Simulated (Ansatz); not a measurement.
# Ta3N: the cost of one run

Computed with Ansatz 0.2.0 (DFT PBE, scalar-relativistic, plane waves, PAW, unless a step's input says otherwise).

**1. The system as given**

It takes space group Im-3m (No. 229, cubic). The conventional cell has a = 5.187 Å, b = 5.187 Å, c = 5.187 Å, α = 90.00°, β = 90.00°, γ = 90.00°. Ta (site symmetry 4/mmm) has 4 Ta at 2.59 Å and 2 N at 2.59 Å as nearest neighbours. N (site symmetry m-3m) is surrounded by 6 Ta at 2.59 Å.

As a file:

```
Ta N
1.0
    -2.59362    2.59362    2.59362
     2.59362   -2.59362    2.59362
     2.59362    2.59362   -2.59362
Ta N
3 1
Cartesian
  2.5936 0.0000 0.0000
  0.0000 2.5936 0.0000
  0.0000 0.0000 2.5936
  0.0000 0.0000 0.0000
```

The cell is invented: random cell by space group and Wyckoff sites (Im-3m, No. 229). The dimensions are guesses.

**2. The guess as it stands, on a coarse mesh**

input.yaml

```yaml
crystal:
  lattice:
    - [-2.59361636, 2.59361636, 2.59361636]
    - [2.59361636, -2.59361636, 2.59361636]
    - [2.59361636, 2.59361636, -2.59361636]
  atoms:
    - { symbol: Ta, position: [0.0, 0.5, 0.5] }
    - { symbol: Ta, position: [0.5, 0.0, 0.5] }
    - { symbol: Ta, position: [0.5, 0.5, 0.0] }
    - { symbol: "N", position: [0.0, 0.0, 0.0] }
basis:
  ecutwfc: 420
kpoints:
  mp_grid: { grid: [6, 6, 6] }
hamiltonian:
  xc: pbe
scf:
  occupations: { method: gaussian, width: 0.1 }
  lower_state_search: "off"
output:
  forces: true
  stress: true
  eigenvalues: true
```

Command:

```bash
$ ansatz run input.yaml --threads 1 --pin off --max-ram 2560MiB --backend cpu --events-out ev --progress --plain --runs-dir out
```

Q: Estimate wall time and peak memory on 1 thread of Intel Xeon Platinum 8488C (Sapphire Rapids), shared host.

About 1.3 s, with a peak of 0.39 GiB.
